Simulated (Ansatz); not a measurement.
**F− with C₂H₄: interaction against distance, part 1 of 3**

How does the interaction of this pair fall off with distance, and which methods keep to CCSD(T) along the way?

The runs use Ansatz 0.2.0, Gaussian basis; single points in def2-TZVPPD, with counterpoise.

Cores are frozen in the correlated methods. B3LYP uses VWN-RPA correlation.

40 further runs of the same task are left out: 40 set aside as unsound or not needed.

### Step 1. Where the work starts

The relaxed pair: 7 atoms, charge -1, spin multiplicity 1.

Atoms are counted from 1 here; the program's logs count them from 0.

Bond lengths: C2–C3 1.329 Å, C2–H4 1.090 Å, C2–H5 1.088 Å, C3–H6 1.127 Å, C3–H7 1.092 Å. Angles: C3–C2–H4 123.1°, C3–C2–H5 120.8°, H4–C2–H5 116.1°, C2–C3–H6 124.3°, C2–C3–H7 118.1°, H6–C3–H7 117.6°.

Geometry (Å):

```
F     0.0246    0.8430   -2.6377
C     0.4018   -0.0643    0.9598
C    -0.4083   -0.2148   -0.0834
H     0.1955   -0.4940    1.9403
H     1.3233    0.5075    0.8711
H    -0.2149    0.2201   -1.1046
H    -1.3220   -0.7975    0.0544
```

Atoms 1 to 1 are fragment A, the rest fragment B. The contact F1–H6 is 1.67 Å. Interaction at this geometry, from earlier runs: PBE-D4 -12.75, r2SCAN-D4 -12.90, PBE0-D4 -12.93, B3LYP-D4 -12.07, wB97M-V -11.84, Hartree-Fock -9.44, MP2 -10.59, CCSD -10.53, CCSD(T) -10.86 kcal/mol. Each point needs the pair (ab) and both fragments with ghost atoms (a, b).

### Step 2. B moved by -0.17 Å, wB97M-V/def2-TZVPPD

ab/in.yaml

```yaml
crystal:
  periodic: [false, false, false]
  atoms:
    - {symbol: F, position_ang: [0.024626, 0.843029, -2.637672]}
    - {symbol: C, position_ang: [0.403321, -0.013379, 0.800501]}
    - {symbol: C, position_ang: [-0.406807, -0.163914, -0.242669]}
    - {symbol: H, position_ang: [0.197021, -0.443120, 1.781032]}
    - {symbol: H, position_ang: [1.324821, 0.558384, 0.711867]}
    - {symbol: H, position_ang: [-0.213439, 0.270997, -1.263822]}
    - {symbol: H, position_ang: [-1.320526, -0.746580, -0.104829]}
basis:
  gaussian: {orbitals: "def2-TZVPPD.json"}
total_charge: -1
hamiltonian: {xc: {name: wB97M-V}}
```

a/in.yaml

```yaml
crystal:
  periodic: [false, false, false]
  atoms:
    - {symbol: F, position_ang: [0.024626, 0.843029, -2.637672]}
basis:
  gaussian:
    orbitals: "def2-TZVPPD.json"
    ghost_atoms:
      - {symbol: C, position_ang: [0.403321, -0.013379, 0.800501]}
      - {symbol: C, position_ang: [-0.406807, -0.163914, -0.242669]}
      - {symbol: H, position_ang: [0.197021, -0.443120, 1.781032]}
      - {symbol: H, position_ang: [1.324821, 0.558384, 0.711867]}
      - {symbol: H, position_ang: [-0.213439, 0.270997, -1.263822]}
      - {symbol: H, position_ang: [-1.320526, -0.746580, -0.104829]}
total_charge: -1
hamiltonian: {xc: {name: wB97M-V}}
```

b/in.yaml

```yaml
crystal:
  periodic: [false, false, false]
  atoms:
    - {symbol: C, position_ang: [0.403321, -0.013379, 0.800501]}
    - {symbol: C, position_ang: [-0.406807, -0.163914, -0.242669]}
    - {symbol: H, position_ang: [0.197021, -0.443120, 1.781032]}
    - {symbol: H, position_ang: [1.324821, 0.558384, 0.711867]}
    - {symbol: H, position_ang: [-0.213439, 0.270997, -1.263822]}
    - {symbol: H, position_ang: [-1.320526, -0.746580, -0.104829]}
basis:
  gaussian:
    orbitals: "def2-TZVPPD.json"
    ghost_atoms:
      - {symbol: F, position_ang: [0.024626, 0.843029, -2.637672]}
hamiltonian: {xc: {name: wB97M-V}}
```

The basis file named in the input lies beside it (Basis Set Exchange, JSON).

One command serves all of them, each in its own folder.

Started as:

```console
$ ansatz run in.yaml --threads 2 --pin off --events-out ev --progress --plain --max-ram 5222MiB
```

ab printed, cut to the lines that bear on the results:

```text
Functional definition: wB97M-V
  name "wB97M-V"
  cite "Mardirossian & Head-Gordon, J. Chem. Phys. 144, 214110 (2016) doi:10.1063/1.4952647"
  cite "Becke, J. Chem. Phys. 107, 8554 (1997) doi:10.1063/1.475007"
  cite "Vydrov & Van Voorhis, J. Chem. Phys. 133, 244103 (2010) doi:10.1063/1.3521275"
  # Of w^i u^j: cxij and so on, Table III.
[...]
  gx(w, u) = 1 - cx + cx01*u + cx10*w
  gss(w, u) = css00 + css04*u^4 + css10*w + css20*w^2 + css43*w^4*u^3
  gos(w, u) = cos00 + cos10*w + (cos20 + cos21*u)*w^2 + (cos60 + cos61*u)*w^6
[...]
      + integral(e_c_pw_mod_opposite_spin*gos(b97_w_opposite, b97_u_opposite)) + vv10(b, c)
781 factors; their error is unknown
250 factors; integrals over basis functions are off by at most 3.9e-5 eV
[...]
mean field -4855.96260660 eV, -178.4533343028 hartree, gradient 4.9e-5 eV, S^2 0.000000; 0 other end points of the search recorded, 0 dependent functions left out
reference -4855.96265708 eV, -178.4533361581 hartree; 13, 13 occupied and 169, 169 virtual orbitals, 781 factors
Total energy: -4855.96265708 eV, -178.4533361581 hartree
```

a printed, cut to the lines that bear on the results:

```text
[... 5 set-up lines as earlier in the session ...]
  # Of w^i u^j: cxij and so on, Table III.
[...]
  gx(w, u) = 1 - cx + cx01*u + cx10*w
[...]
      + integral(e_c_pw_mod_opposite_spin*gos(b97_w_opposite, b97_u_opposite)) + vv10(b, c)
717 factors; their error is unknown
248 factors; integrals over basis functions are off by at most 4.1e-5 eV
[...]
mean field -2717.60331393 eV, -99.8700797293 hartree, gradient 7.2e-6 eV, S^2 0.000000; 0 other end points of the search recorded, 0 dependent functions left out
reference -2717.60336675 eV, -99.8700816702 hartree; 5, 5 occupied and 177, 177 virtual orbitals, 717 factors
Total energy: -2717.60336675 eV, -99.8700816702 hartree
```

b printed, cut to the lines that bear on the results:

```text
[... 5 set-up lines as earlier in the session ...]
  # Of w^i u^j: cxij and so on, Table III.
[...]
  gx(w, u) = 1 - cx + cx01*u + cx10*w
[...]
      + integral(e_c_pw_mod_opposite_spin*gos(b97_w_opposite, b97_u_opposite)) + vv10(b, c)
776 factors; their error is unknown
249 factors; integrals over basis functions are off by at most 3.8e-5 eV
[...]
mean field -2137.89886032 eV, -78.5663339967 hartree, gradient 3.3e-5 eV, S^2 0.000000; 0 other end points of the search recorded, 0 dependent functions left out
reference -2137.89890296 eV, -78.5663355638 hartree; 8, 8 occupied and 174, 174 virtual orbitals, 776 factors
Total energy: -2137.89890296 eV, -78.5663355638 hartree
```

They took 10 s (ab), 8 s (a), 6.5 s (b) on 2 threads of Intel Xeon Platinum 8259CL at 2.50GHz, shared host.

This point gives -10.62 kcal/mol.

### Step 3. B moved by -0.17 Å, CCSD(T)/def2-TZVPPD

Each input of step 2 (ab, a, b) changes in the same lines:

```diff
-hamiltonian: {xc: {name: wB97M-V}}
+correlation: {method: ccsd_t}
```

The same command starts each run, in its folder.

Started as:

```console
$ ansatz run in.yaml --threads 2 --pin off --events-out ev --progress --plain --max-ram 5222MiB
```

ab printed, cut to the lines that bear on the results:

```text
Functional definition: HF
  name "HF"
  cite "Fock, Z. Phys. 61, 126 (1930) doi:10.1007/BF01340294"
  parent pbe
[...]
1070 factors; integrals over basis functions are off by at most 1.0e-3 eV
[...]
mean field -4830.88195221 eV, -177.5316372541 hartree, gradient 1.7e-6 eV, S^2 0.000000; 0 other end points of the search recorded, 0 dependent functions left out
3 core orbitals not correlated: weight in the atoms' cores, before any rotation towards them, 1.000 or more for the frozen orbitals, at most 0.000 for the correlated occupied ones
reference -4830.88195221 eV, -177.5316372541 hartree; 10, 10 occupied and 169, 169 virtual orbitals, 1070 factors
second order -17.07350681 eV of doubles, -0.00000000 eV of singles
cycle   1  -17.05253173 eV  change    2.1e-2 eV  update   1.1e-1
[...]
cycle  13  -17.58053016 eV  change   -4.9e-7 eV  update   3.5e-6
perturbative correction -0.69310423 eV, -0.0254711105 hartree
Total energy: -4849.15558659 eV, -178.2031809315 hartree
```

Log of a, cut to the lines that bear on the results:

```text
[... 4 set-up lines as earlier in the session ...]
[...]
1074 factors; integrals over basis functions are off by at most 1.0e-3 eV
[...]
mean field -2706.33237947 eV, -99.4558805276 hartree, gradient 7.0e-7 eV, S^2 0.000000; 0 other end points of the search recorded, 0 dependent functions left out
1 core orbitals not correlated: weight in the atoms' cores, before any rotation towards them, 1.000 or more for the frozen orbitals, at most 0.000 for the correlated occupied ones
reference -2706.33237947 eV, -99.4558805276 hartree; 4, 4 occupied and 177, 177 virtual orbitals, 1074 factors
second order -7.85368669 eV of doubles, -0.00000000 eV of singles
cycle   1  -7.45206927 eV  change    4.0e-1 eV  update   9.8e-2
[...]
cycle  14  -7.69770671 eV  change   -5.6e-6 eV  update   3.1e-6
perturbative correction -0.26263830 eV, -0.0096517796 hartree
Total energy: -2714.29272448 eV, -99.7484178110 hartree
```

Output in b, cut to the lines that bear on the results:

```text
[... 4 set-up lines as earlier in the session ...]
[...]
1065 factors; integrals over basis functions are off by at most 1.0e-3 eV
[...]
mean field -2124.22475816 eV, -78.0638200110 hartree, gradient 1.9e-6 eV, S^2 0.000000; 0 other end points of the search recorded, 0 dependent functions left out
2 core orbitals not correlated: weight in the atoms' cores, before any rotation towards them, 1.000 or more for the frozen orbitals, at most 0.000 for the correlated occupied ones
reference -2124.22475816 eV, -78.0638200110 hartree; 6, 6 occupied and 174, 174 virtual orbitals, 1065 factors
second order -9.14975885 eV of doubles, -0.00000000 eV of singles
cycle   1  -9.51042256 eV  change   -3.6e-1 eV  update   6.4e-2
[...]
cycle   8  -9.81857517 eV  change   -1.3e-5 eV  update   1.1e-5
perturbative correction -0.41345798 eV, -0.0151943006 hartree
Total energy: -2134.45679130 eV, -78.4398402937 hartree
```

Times: 52 s (ab), 22 s (a), 23 s (b) on 2 threads of Intel Xeon Platinum 8259CL at 2.50GHz, shared host; peak memory 1.9 GiB.

Interaction: -9.36 kcal/mol.

### Step 4. B moved by -0.08 Å, wB97M-V/def2-TZVPPD

ab/in.yaml

```yaml
crystal:
  periodic: [false, false, false]
  atoms:
    - {symbol: F, position_ang: [0.024626, 0.843029, -2.637672]}
    - {symbol: C, position_ang: [0.402578, -0.038830, 0.880134]}
    - {symbol: C, position_ang: [-0.407550, -0.189365, -0.163037]}
    - {symbol: H, position_ang: [0.196278, -0.468572, 1.860665]}
    - {symbol: H, position_ang: [1.324078, 0.532932, 0.791500]}
    - {symbol: H, position_ang: [-0.214182, 0.245546, -1.184189]}
    - {symbol: H, position_ang: [-1.321269, -0.772032, -0.025196]}
basis:
  gaussian: {orbitals: "def2-TZVPPD.json"}
total_charge: -1
hamiltonian: {xc: {name: wB97M-V}}
```

a/in.yaml

```yaml
crystal:
  periodic: [false, false, false]
  atoms:
    - {symbol: F, position_ang: [0.024626, 0.843029, -2.637672]}
basis:
  gaussian:
    orbitals: "def2-TZVPPD.json"
    ghost_atoms:
      - {symbol: C, position_ang: [0.402578, -0.038830, 0.880134]}
      - {symbol: C, position_ang: [-0.407550, -0.189365, -0.163037]}
      - {symbol: H, position_ang: [0.196278, -0.468572, 1.860665]}
      - {symbol: H, position_ang: [1.324078, 0.532932, 0.791500]}
      - {symbol: H, position_ang: [-0.214182, 0.245546, -1.184189]}
      - {symbol: H, position_ang: [-1.321269, -0.772032, -0.025196]}
total_charge: -1
hamiltonian: {xc: {name: wB97M-V}}
```

b/in.yaml

```yaml
crystal:
  periodic: [false, false, false]
  atoms:
    - {symbol: C, position_ang: [0.402578, -0.038830, 0.880134]}
    - {symbol: C, position_ang: [-0.407550, -0.189365, -0.163037]}
    - {symbol: H, position_ang: [0.196278, -0.468572, 1.860665]}
    - {symbol: H, position_ang: [1.324078, 0.532932, 0.791500]}
    - {symbol: H, position_ang: [-0.214182, 0.245546, -1.184189]}
    - {symbol: H, position_ang: [-1.321269, -0.772032, -0.025196]}
basis:
  gaussian:
    orbitals: "def2-TZVPPD.json"
    ghost_atoms:
      - {symbol: F, position_ang: [0.024626, 0.843029, -2.637672]}
hamiltonian: {xc: {name: wB97M-V}}
```

The same command starts each run, in its folder.

Started as:

```console
$ ansatz run in.yaml --threads 2 --pin off --events-out ev --progress --plain --max-ram 5222MiB
```

Output in ab, cut to the lines that bear on the results:

```text
[... 5 set-up lines as earlier in the session ...]
  # Of w^i u^j: cxij and so on, Table III.
[...]
  gx(w, u) = 1 - cx + cx01*u + cx10*w
[...]
      + integral(e_c_pw_mod_opposite_spin*gos(b97_w_opposite, b97_u_opposite)) + vv10(b, c)
781 factors; their error is unknown
250 factors; integrals over basis functions are off by at most 3.9e-5 eV
[...]
mean field -4856.00028254 eV, -178.4547188681 hartree, gradient 4.5e-5 eV, S^2 0.000000; 0 other end points of the search recorded, 0 dependent functions left out
reference -4856.00033298 eV, -178.4547207218 hartree; 13, 13 occupied and 169, 169 virtual orbitals, 781 factors
Total energy: -4856.00033298 eV, -178.4547207218 hartree
```

a printed, cut to the lines that bear on the results:

```text
[... 5 set-up lines as earlier in the session ...]
  # Of w^i u^j: cxij and so on, Table III.
[...]
  gx(w, u) = 1 - cx + cx01*u + cx10*w
[...]
      + integral(e_c_pw_mod_opposite_spin*gos(b97_w_opposite, b97_u_opposite)) + vv10(b, c)
717 factors; their error is unknown
248 factors; integrals over basis functions are off by at most 3.3e-5 eV
[...]
mean field -2717.60321141 eV, -99.8700759618 hartree, gradient 7.1e-6 eV, S^2 0.000000; 0 other end points of the search recorded, 0 dependent functions left out
reference -2717.60326403 eV, -99.8700778953 hartree; 5, 5 occupied and 177, 177 virtual orbitals, 717 factors
Total energy: -2717.60326403 eV, -99.8700778953 hartree
```

b printed, cut to the lines that bear on the results:

```text
[... 5 set-up lines as earlier in the session ...]
  # Of w^i u^j: cxij and so on, Table III.
[...]
  gx(w, u) = 1 - cx + cx01*u + cx10*w
[...]
      + integral(e_c_pw_mod_opposite_spin*gos(b97_w_opposite, b97_u_opposite)) + vv10(b, c)
776 factors; their error is unknown
249 factors; integrals over basis functions are off by at most 3.9e-5 eV
[...]
mean field -2137.89883185 eV, -78.5663329508 hartree, gradient 3.1e-5 eV, S^2 0.000000; 0 other end points of the search recorded, 0 dependent functions left out
reference -2137.89887431 eV, -78.5663345110 hartree; 8, 8 occupied and 174, 174 virtual orbitals, 776 factors
Total energy: -2137.89887431 eV, -78.5663345110 hartree
```

Wall times: 9 s (ab), 8 s (a), 7.5 s (b) on 2 threads of Intel Xeon Platinum 8259CL at 2.50GHz, shared host.

ab − a − b = -11.49 kcal/mol.

### Step 5. B moved by -0.08 Å, CCSD(T)/def2-TZVPPD

Each input of step 4 (ab, a, b) changes in the same lines:

```diff
-hamiltonian: {xc: {name: wB97M-V}}
+correlation: {method: ccsd_t}
```

The same command starts each run, in its folder.

Started as:

```console
$ ansatz run in.yaml --threads 2 --pin off --events-out ev --progress --plain --max-ram 5222MiB
```

Log of ab, cut to the lines that bear on the results:

```text
[... 4 set-up lines as earlier in the session ...]
[...]
1067 factors; integrals over basis functions are off by at most 1.1e-3 eV
[...]
mean field -4830.93635691 eV, -177.5336365902 hartree, gradient 1.5e-6 eV, S^2 0.000000; 0 other end points of the search recorded, 0 dependent functions left out
3 core orbitals not correlated: weight in the atoms' cores, before any rotation towards them, 1.000 or more for the frozen orbitals, at most 0.000 for the correlated occupied ones
reference -4830.93635691 eV, -177.5336365902 hartree; 10, 10 occupied and 169, 169 virtual orbitals, 1067 factors
second order -17.05660626 eV of doubles, -0.00000000 eV of singles
cycle   1  -17.03449186 eV  change    2.2e-2 eV  update   1.1e-1
[...]
cycle  11  -17.56612129 eV  change   -6.8e-7 eV  update   1.8e-5
perturbative correction -0.69121403 eV, -0.0254016473 hartree
Total energy: -4849.19369224 eV, -178.2045812881 hartree
```

Output in a, cut to the lines that bear on the results:

```text
[... 4 set-up lines as earlier in the session ...]
[...]
1071 factors; integrals over basis functions are off by at most 1.1e-3 eV
[...]
mean field -2706.33228975 eV, -99.4558772305 hartree, gradient 2.3e-6 eV, S^2 0.000000; 0 other end points of the search recorded, 0 dependent functions left out
1 core orbitals not correlated: weight in the atoms' cores, before any rotation towards them, 1.000 or more for the frozen orbitals, at most 0.000 for the correlated occupied ones
reference -2706.33228975 eV, -99.4558772305 hartree; 4, 4 occupied and 177, 177 virtual orbitals, 1071 factors
second order -7.84813599 eV of doubles, -0.00000000 eV of singles
cycle   1  -7.44714714 eV  change    4.0e-1 eV  update   9.8e-2
[...]
cycle  14  -7.69266254 eV  change   -5.6e-6 eV  update   3.1e-6
perturbative correction -0.26214046 eV, -0.0096334841 hartree
Total energy: -2714.28709275 eV, -99.7482108487 hartree
```

b printed, cut to the lines that bear on the results:

```text
[... 4 set-up lines as earlier in the session ...]
[...]
1062 factors; integrals over basis functions are off by at most 1.1e-3 eV
[...]
mean field -2124.22471050 eV, -78.0638182596 hartree, gradient 1.9e-6 eV, S^2 0.000000; 0 other end points of the search recorded, 0 dependent functions left out
2 core orbitals not correlated: weight in the atoms' cores, before any rotation towards them, 1.000 or more for the frozen orbitals, at most 0.000 for the correlated occupied ones
reference -2124.22471050 eV, -78.0638182596 hartree; 6, 6 occupied and 174, 174 virtual orbitals, 1062 factors
second order -9.14917705 eV of doubles, -0.00000000 eV of singles
cycle   1  -9.50998695 eV  change   -3.6e-1 eV  update   6.4e-2
[...]
cycle   8  -9.81813239 eV  change   -1.3e-5 eV  update   1.1e-5
perturbative correction -0.41341856 eV, -0.0151928519 hartree
Total energy: -2134.45626145 eV, -78.4398208219 hartree
```

Times: 46 s (ab), 25 s (a), 25 s (b) on 2 threads of Intel Xeon Platinum 8259CL at 2.50GHz, shared host; peak memory 1.9 GiB.

ab − a − b = -10.39 kcal/mol.

### Step 6. B moved by +0.08 Å, wB97M-V/def2-TZVPPD

ab/in.yaml

```yaml
crystal:
  periodic: [false, false, false]
  atoms:
    - {symbol: F, position_ang: [0.024626, 0.843029, -2.637672]}
    - {symbol: C, position_ang: [0.401092, -0.089733, 1.039399]}
    - {symbol: C, position_ang: [-0.409037, -0.240268, -0.003771]}
    - {symbol: H, position_ang: [0.194792, -0.519474, 2.019930]}
    - {symbol: H, position_ang: [1.322592, 0.482030, 0.950765]}
    - {symbol: H, position_ang: [-0.215668, 0.194643, -1.024924]}
    - {symbol: H, position_ang: [-1.322755, -0.822935, 0.134069]}
basis:
  gaussian: {orbitals: "def2-TZVPPD.json"}
total_charge: -1
hamiltonian: {xc: {name: wB97M-V}}
```

a/in.yaml

```yaml
crystal:
  periodic: [false, false, false]
  atoms:
    - {symbol: F, position_ang: [0.024626, 0.843029, -2.637672]}
basis:
  gaussian:
    orbitals: "def2-TZVPPD.json"
    ghost_atoms:
      - {symbol: C, position_ang: [0.401092, -0.089733, 1.039399]}
      - {symbol: C, position_ang: [-0.409037, -0.240268, -0.003771]}
      - {symbol: H, position_ang: [0.194792, -0.519474, 2.019930]}
      - {symbol: H, position_ang: [1.322592, 0.482030, 0.950765]}
      - {symbol: H, position_ang: [-0.215668, 0.194643, -1.024924]}
      - {symbol: H, position_ang: [-1.322755, -0.822935, 0.134069]}
total_charge: -1
hamiltonian: {xc: {name: wB97M-V}}
```

b/in.yaml

```yaml
crystal:
  periodic: [false, false, false]
  atoms:
    - {symbol: C, position_ang: [0.401092, -0.089733, 1.039399]}
    - {symbol: C, position_ang: [-0.409037, -0.240268, -0.003771]}
    - {symbol: H, position_ang: [0.194792, -0.519474, 2.019930]}
    - {symbol: H, position_ang: [1.322592, 0.482030, 0.950765]}
    - {symbol: H, position_ang: [-0.215668, 0.194643, -1.024924]}
    - {symbol: H, position_ang: [-1.322755, -0.822935, 0.134069]}
basis:
  gaussian:
    orbitals: "def2-TZVPPD.json"
    ghost_atoms:
      - {symbol: F, position_ang: [0.024626, 0.843029, -2.637672]}
hamiltonian: {xc: {name: wB97M-V}}
```

The same command starts each run, in its folder.

Started as:

```console
$ ansatz run in.yaml --threads 2 --pin off --events-out ev --progress --plain --max-ram 5222MiB
```

ab printed, cut to the lines that bear on the results:

```text
[... 5 set-up lines as earlier in the session ...]
  # Of w^i u^j: cxij and so on, Table III.
[...]
  gx(w, u) = 1 - cx + cx01*u + cx10*w
[...]
      + integral(e_c_pw_mod_opposite_spin*gos(b97_w_opposite, b97_u_opposite)) + vv10(b, c)
781 factors; their error is unknown
250 factors; integrals over basis functions are off by at most 4.1e-5 eV
[...]
mean field -4856.01483571 eV, -178.4552536873 hartree, gradient 3.8e-5 eV, S^2 0.000000; 0 other end points of the search recorded, 0 dependent functions left out
reference -4856.01488620 eV, -178.4552555427 hartree; 13, 13 occupied and 169, 169 virtual orbitals, 781 factors
Total energy: -4856.01488620 eV, -178.4552555427 hartree
```

a printed, cut to the lines that bear on the results:

```text
[... 5 set-up lines as earlier in the session ...]
  # Of w^i u^j: cxij and so on, Table III.
[...]
  gx(w, u) = 1 - cx + cx01*u + cx10*w
[...]
      + integral(e_c_pw_mod_opposite_spin*gos(b97_w_opposite, b97_u_opposite)) + vv10(b, c)
717 factors; their error is unknown
248 factors; integrals over basis functions are off by at most 3.6e-5 eV
[...]
mean field -2717.60306306 eV, -99.8700705100 hartree, gradient 5.1e-5 eV, S^2 0.000000; 0 other end points of the search recorded, 0 dependent functions left out
reference -2717.60311535 eV, -99.8700724317 hartree; 5, 5 occupied and 177, 177 virtual orbitals, 717 factors
Total energy: -2717.60311535 eV, -99.8700724317 hartree
```

Output in b, cut to the lines that bear on the results:

```text
[... 5 set-up lines as earlier in the session ...]
  # Of w^i u^j: cxij and so on, Table III.
[...]
  gx(w, u) = 1 - cx + cx01*u + cx10*w
[...]
      + integral(e_c_pw_mod_opposite_spin*gos(b97_w_opposite, b97_u_opposite)) + vv10(b, c)
776 factors; their error is unknown
249 factors; integrals over basis functions are off by at most 4.1e-5 eV
[...]
mean field -2137.89875895 eV, -78.5663302717 hartree, gradient 3.2e-5 eV, S^2 0.000000; 0 other end points of the search recorded, 0 dependent functions left out
reference -2137.89880128 eV, -78.5663318273 hartree; 8, 8 occupied and 174, 174 virtual orbitals, 776 factors
Total energy: -2137.89880128 eV, -78.5663318273 hartree
```

Wall times: 7 s (ab), 4.9 s (a), 6 s (b) on 2 threads of Intel Xeon Platinum 8259CL at 2.50GHz, shared host.

ab − a − b = -11.83 kcal/mol.

(Continued in part 2 of 3.)
